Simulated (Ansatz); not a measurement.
**FH5O2Sn: a dynamics run in two tries**

Wanted: a short trajectory, and a check that the input is sound.

Program: Ansatz 0.2.0. Level of theory: UKS BHLYP/def2-SVP. These are calculated values, not measurements.

### 1 The system as given

Bond lengths: Sn1–F2 2.331 Å, Sn1–H3 1.726 Å, Sn1–H4 1.683 Å, Sn1–H5 1.684 Å, Sn1–O7 2.397 Å, O7–O8 1.416 Å, O8–H9 0.966 Å. Angles: F2–Sn1–H3 150.1°, F2–Sn1–H4 80.2°, F2–Sn1–H5 80.3°, F2–Sn1–O7 59.8°, H3–Sn1–H4 110.2°, H3–Sn1–H5 111.5°, H3–Sn1–O7 90.3°, H4–Sn1–H5 126.2°, H4–Sn1–O7 106.6°, H5–Sn1–O7 105.7°, Sn1–O7–O8 106.6°, O7–O8–H9 102.5°.

Coordinates:

```xyz
9

Sn   -0.2935    0.9948   -0.7192
F     0.9343    1.0600    1.2608
H    -0.9877    0.0982   -2.0201
H    -1.4949    1.4989    0.3458
H     1.0266    1.9062   -1.2332
H     0.9249   -0.1224    1.0476
O     0.6278   -1.0211    0.1936
O    -0.4591   -1.7603    0.7213
H    -0.2785   -2.6542    0.4034
```

### 2 First attempt

Contents of input.yaml:

```yaml
crystal:
  periodic: [false, false, false]
  atoms:
    - { symbol: Sn, position_ang: [-0.2935, 0.9948, -0.7192] }
    - { symbol: F, position_ang: [0.9343, 1.06, 1.2608] }
    - { symbol: H, position_ang: [-0.9877, 0.0982, -2.0201] }
    - { symbol: H, position_ang: [-1.4949, 1.4989, 0.3458] }
    - { symbol: H, position_ang: [1.0266, 1.9062, -1.2332] }
    - { symbol: H, position_ang: [0.9249, -0.1224, 1.0476] }
    - { symbol: O, position_ang: [0.6278, -1.0211, 0.1936] }
    - { symbol: O, position_ang: [-0.4591, -1.7603, 0.7213] }
    - { symbol: H, position_ang: [-0.2785, -2.6542, 0.4034] }
magnetization:
  spin_polarized: true
basis:
  gaussian: { orbitals: def2-SVP }
hamiltonian:
  xc: { name: BHLYP }
md:
  timestep: 0.5
  n_steps: 25
  ensemble: npt_langevin
  temperature: 1000.0
  initial_velocities: maxwell_boltzmann
  seed: 733120
  pressure: 1.0
```

Run with:

```console
ansatz run input.yaml --threads 2 --pin off --max-ram 3072MiB --backend cpu --events-out ev --progress --plain --runs-dir out
```

Q: Predict the outcome of this session. Wanted: first try.

The runs gave:

| quantity | value |
| --- | --- |
| first try | refused |
| cause | a barostat needs a periodic cell, and a molecule in free space has none |

The fault in the first input was caught at the input check and cost nothing.
